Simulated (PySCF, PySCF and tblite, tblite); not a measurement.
# C8H11N: conformers and averaged spectra, part 2 of 2

PySCF and tblite. Atoms count from 0. Earlier steps stand in the parts before.

## Step 7: Shieldings, conformer 1: PBE0/pcSseg-1 in water

What the job is given:

```
{"job": {"xc": "PBE0", "basis": "pcSseg-1", "solvent": "water", "grid": 0, "kind": "nmr", "pop": false}, "charge": 0, "multiplicity": 1}
C     -2.548539     0.370910    -0.255807
C     -1.198098    -0.246689    -0.028233
C     -1.084150    -1.596236     0.260479
C      0.151106    -2.177735     0.480426
C      1.290708    -1.397014     0.415538
C      1.215239    -0.044206     0.129315
C      2.462594     0.791311     0.071175
C     -0.038927     0.539047    -0.101716
N     -0.138726     1.905046    -0.327750
H     -2.727032     1.178525     0.454034
H     -3.329188    -0.374899    -0.131350
H     -2.630163     0.778776    -1.265469
H     -1.978940    -2.200228     0.313233
H      0.224972    -3.231184     0.704466
H      2.258984    -1.844476     0.590315
H      2.412160     1.609372     0.789805
H      2.604501     1.218393    -0.923874
H      3.333551     0.183774     0.302896
H     -0.979219     2.203923    -0.795153
H      0.694020     2.344269    -0.685364
```

Log:

```text
final grid: 16576 points
cycle   1  E = -365.6561088610  dE =  1.457e+00  |g| = 4.583e-01  |ddm| = 4.370e+00
cycle   2  E = -365.6617539945  dE = -5.645e-03  |g| = 4.540e-01  |ddm| = 9.515e-01
cycle   3  E = -365.7129940895  dE = -5.124e-02  |g| = 5.639e-02  |ddm| = 4.234e-01
cycle   4  E = -365.7135058149  dE = -5.117e-04  |g| = 3.407e-02  |ddm| = 8.559e-02
cycle   5  E = -365.7138117336  dE = -3.059e-04  |g| = 5.517e-03  |ddm| = 4.399e-02
cycle   6  E = -365.7138181160  dE = -6.382e-06  |g| = 2.169e-03  |ddm| = 6.360e-03
cycle   7  E = -365.7138191447  dE = -1.029e-06  |g| = 1.528e-04  |ddm| = 1.860e-03
cycle   8  E = -365.7138191483  dE = -3.590e-09  |g| = 1.246e-04  |ddm| = 3.639e-04
cycle   9  E = -365.7138191517  dE = -3.436e-09  |g| = 1.421e-05  |ddm| = 1.192e-04
cycle  10  E = -365.7138191518  dE = -4.820e-11  |g| = 6.586e-06  |ddm| = 2.768e-05
converged SCF energy = -365.7138191518

GIAO shielding tensors (ppm)
atom      isotropic    diamagn.    paramagn.     s11        s22        s33       span
  0 C      167.377     245.843     -78.466    155.400    160.379    186.351     30.951
  1 C       61.604     262.272    -200.669    -22.385     35.573    171.623    194.009
  2 C       53.590     252.437    -198.847    -49.453     52.552    157.671    207.125
  3 C       66.191     256.158    -189.967    -38.141     60.345    176.368    214.510
  4 C       53.570     252.258    -198.688    -49.619     52.701    157.627    207.245
  5 C       61.549     262.502    -200.953    -22.367     35.435    171.579    193.946
  6 C      167.484     245.823     -78.339    155.686    160.405    186.362     30.676
  7 C       37.244     251.332    -214.087    -50.340     13.166    148.907    199.247
  8 N      194.941     321.535    -126.594    171.022    198.848    214.953     43.932
  9 H       29.400      29.199       0.200     24.712     28.135     35.352     10.641
 10 H       29.273      29.177       0.096     23.847     28.614     35.357     11.510
 11 H       29.327      29.241       0.086     24.670     27.877     35.434     10.764
 12 H       24.237      32.819      -8.582     20.342     24.296     28.072      7.729
 13 H       24.726      31.176      -6.450     21.158     26.258     26.764      5.606
 14 H       24.233      32.807      -8.574     20.335     24.292     28.072      7.738
 15 H       29.406      29.217       0.190     24.711     28.139     35.370     10.659
 16 H       29.329      29.226       0.103     24.668     27.876     35.443     10.775
 17 H       29.261      29.147       0.115     23.839     28.605     35.340     11.502
 18 H       27.714      33.601      -5.888     19.328     27.960     35.853     16.525
 19 H       27.716      33.601      -5.885     19.327     27.970     35.851     16.524
```

It took 21 s on 1 thread of Arm Neoverse V1, shared host; peak memory 1 GiB.

Key values: HOMO -5.83 eV, LUMO 0.17 eV; dipole 2.70 D.

The input is unsound on purpose (integration grid far too coarse), so these values are not to be used.

## Step 8: Averages: properties at PBE0/pcSseg-1 in water (faulty)

What the job is given:

```
{"job": {"study": "conf", "smiles": "Cc1cccc(C)c1N", "search": {"seed": 1707, "n_embed": 60, "ff_keep": 14, "window": 3.0, "nmax": 6, "temps": [200, 250, 298.15, 350, 400], "t_ref": 298.15, "order": 0.001}, "level": {"nmr": {"xc": "PBE0", "basis": "pcSseg-1", "solvent": "water", "grid": 0}, "change": "integration grid far too coarse", "top": 3}, "kind": "conf"}, "charge": 0, "multiplicity": 1}
C     -2.548539     0.370910    -0.255807
C     -1.198098    -0.246689    -0.028233
C     -1.084150    -1.596236     0.260479
C      0.151106    -2.177735     0.480426
C      1.290708    -1.397014     0.415538
C      1.215239    -0.044206     0.129315
C      2.462594     0.791311     0.071175
C     -0.038927     0.539047    -0.101716
N     -0.138726     1.905046    -0.327750
H     -2.727032     1.178525     0.454034
H     -3.329188    -0.374899    -0.131350
H     -2.630163     0.778776    -1.265469
H     -1.978940    -2.200228     0.313233
H      0.224972    -3.231184     0.704466
H      2.258984    -1.844476     0.590315
H      2.412160     1.609372     0.789805
H      2.604501     1.218393    -0.923874
H      3.333551     0.183774     0.302896
H     -0.979219     2.203923    -0.795153
H      0.694020     2.344269    -0.685364
```

Log:

```text
conformer  sym    E(xTB)   E(DFT)   G(298.15 K)  weight  dipole/D
    1     Cs      0.000    0.000    0.000   1.0000    2.703

mean shielding (ppm) by class
class atoms           200 K      250 K   298.15 K      350 K      400 K
  0 C  0,6          167.431    167.431    167.431    167.431    167.431
  1 C  1,5           61.576     61.576     61.576     61.576     61.576
  2 C  2,4            53.58      53.58      53.58      53.58      53.58
  3 C  3             66.191     66.191     66.191     66.191     66.191
  4 C  7             37.244     37.244     37.244     37.244     37.244
  5 N  8            194.941    194.941    194.941    194.941    194.941
  6 H  9,10,11       29.333     29.333     29.333     29.333     29.333
  7 H  12,14         24.235     24.235     24.235     24.235     24.235
  8 H  13            24.727     24.727     24.727     24.727     24.727
  9 H  18,19         27.715     27.715     27.715     27.715     27.715
```

It took 21 s on 1 thread of Arm Neoverse V1, shared host. This counts the runs that the step sums up.

The input of this level is altered on purpose: integration grid far too coarse. Its averages are a test of that setting.

Against the first level, at 298 K (shieldings, ppm; largest changes first):

```csv
atoms,KT3/pcSseg-1 in chloroform,PBE0/pcSseg-1 in water (faulty),change
C7,47.1,37.2,-9.9
"C2, C4",63.0,53.6,-9.4
"C1, C5",70.6,61.6,-9.0
C3,74.4,66.2,-8.2
N8,191.6,194.9,+3.3
"C0, C6",164.9,167.4,+2.5
"H12, H14",24.72,24.23,-0.48
H13,25.16,24.73,-0.43
"H18, H19",28.03,27.71,-0.31
"H9, H10, H11 and 3 more",29.51,29.33,-0.18
```

Weights: from PBE0/def2-SVP in chloroform energies 1: 100 %; from PBE0/pcSseg-1 in water energies 1: 100 % (with a dispersion term where the level has one and the same thermal terms, so they don't follow from the SCF energies alone). Times: 2 min and 21 s.

## Step 9: Results

This closing draws on all 2 parts.

| quantity | value |
| --- | --- |
| conformers | 1; the first in weight is no. 1 (Cs), 100 % at 298 K |
| root-mean-square dipole | 2.51 D |
| averaged 13C shifts (KT3/pcSseg-1 in chloroform) | 138.2, 122.3, 114.7, 110.9, 20.4 ppm |
| averaged 1H shifts (KT3/pcSseg-1 in chloroform) | 7.03, 6.59, 3.72, 2.23 ppm |

What this shows: The search found one conformer in the window, so the averages are its own values. Protons on O, N, S or Se exchange and bind to solvent, so their values hold for the lone molecule only. The level with a deliberate fault (integration grid far too coarse) differs from the sound values by up to 9.9 ppm; the change from KT3/pcSseg-1 in chloroform to PBE0/pcSseg-1 in water (faulty) is part of that gap.
